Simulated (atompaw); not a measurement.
**A PAW (atompaw) potential for cobalt, from input to tests**

Task: generate the file, and judge it by its logarithmic derivatives, its ghosts and its cutoff.

Program: atompaw 4.2.0.5. Reference atom: PBE, scalar-relativistic, spherical and spin-unpolarised. All values are calculated.

1 further run of the same task is left out (it didn't finish).

**1. The atom and the settings**

The settings as typed:

```json
{
 "element": "cobalt (Co, Z = 27)",
 "type": "PAW",
 "frozen core": "[Ar]",
 "valence charge": "9",
 "reference configuration": "3d7 4s1.5 4p0 (charge +0.5)",
 "partial waves": "4s (bound): rc 2.38 bohr; 4s channel at 0.05 Ry: rc 2.75 bohr; 4p (bound, empty): rc 2.75 bohr; 4p channel at 2.05 Ry: rc 2.75 bohr; 3d (bound): rc 1.25 bohr; 3d channel at 2.6 Ry: rc 1.25 bohr",
 "local potential": "vpsmatchnc scheme with l = 3 at 0 Ry, radius 1.95 bohr",
 "core correction": "smooth core density matched at 2.10 bohr",
 "augmentation charge": "sinc compensation charge, radius 2.65 bohr; PAW radius 2.75 bohr; waves and projectors: custom polynom2 7 10 vanderbiltortho"
}
```

An earlier all-electron run gives the scale for the radii.

All-electron outer shells of the reference configuration (PBE, scalar-relativistic, ld1.x):

```json
{"shell": "3s", "level (eV)": "-106.61", "outermost node (bohr)": "0.31", "outermost maximum (bohr)": "0.66"}
{"shell": "3p", "level (eV)": "-69.85", "outermost node (bohr)": "0.28", "outermost maximum (bohr)": "0.68"}
{"shell": "3d", "level (eV)": "-12.39", "outermost node (bohr)": "–", "outermost maximum (bohr)": "0.66"}
{"shell": "4s", "level (eV)": "-8.99", "outermost node (bohr)": "0.96", "outermost maximum (bohr)": "2.26"}
{"shell": "4p", "level (eV)": "-4.21", "outermost node (bohr)": "1.05", "outermost maximum (bohr)": "2.94"}
```

**2. Generating the potential**

File Co.input:

```
Co 27
GGA-PBE scalarrelativistic loggrid 1500 logderivrange -3 5 201
4 4 3 0 0 0
4 0 1.5
4 1 0
3 2 7
0 0 0
c
c
c
v
c
c
v
v
2
2.75 2.65 1.95 2.10
y
0.05
n
y
2.05
n
y
2.6
n
custom polynom2 7 10 vanderbiltortho sinc
3 0 vpsmatchnc
2.38
2.75
2.75
2.75
1.25
1.25
PWSCFOUT
UPFDX 0.0125d0 UPFXMIN -7.d0 UPFZMESH 27.d0
END
```

Started as:

```sh
atompaw < Co.input > Co.log
```

Before running it: what results should come out? Wanted: cutoffs for 10 and 1 mRy, occupied levels; bound ghosts; largest phase difference near zero energy, channels read; lowest eigenvalue of the overlap; share of valence orbitals outside the PAW sphere; UPF file.

The runs gave:

| quantity | value |
| --- | --- |
| cutoffs for 10 and 1 mRy, occupied levels | over 300 Ry and over 300 Ry |
| bound ghosts | s at -66.20 eV |
| largest phase difference near zero energy, channels read | 0.003 rad |
| lowest eigenvalue of the overlap (Bessel basis) | 0.097 (s) |
| share of valence orbitals outside the PAW sphere | 4s 44 %, 4p 71 %, 3d 2 % |
| UPF file | written |

It has a bound ghost (s), a state that the atom doesn't have, and that rules the file out. By its cutoff, over 300 Ry for the looser tolerance, it is very hard. The slowest occupied level is 3d: taken alone it needs over 300 Ry to come within 1 mRy, against 8 Ry for 4s. Near zero energy the phases of the channels with partial waves agree within 0.003 rad. These are tests on the free atom; a crystal test is still owed.
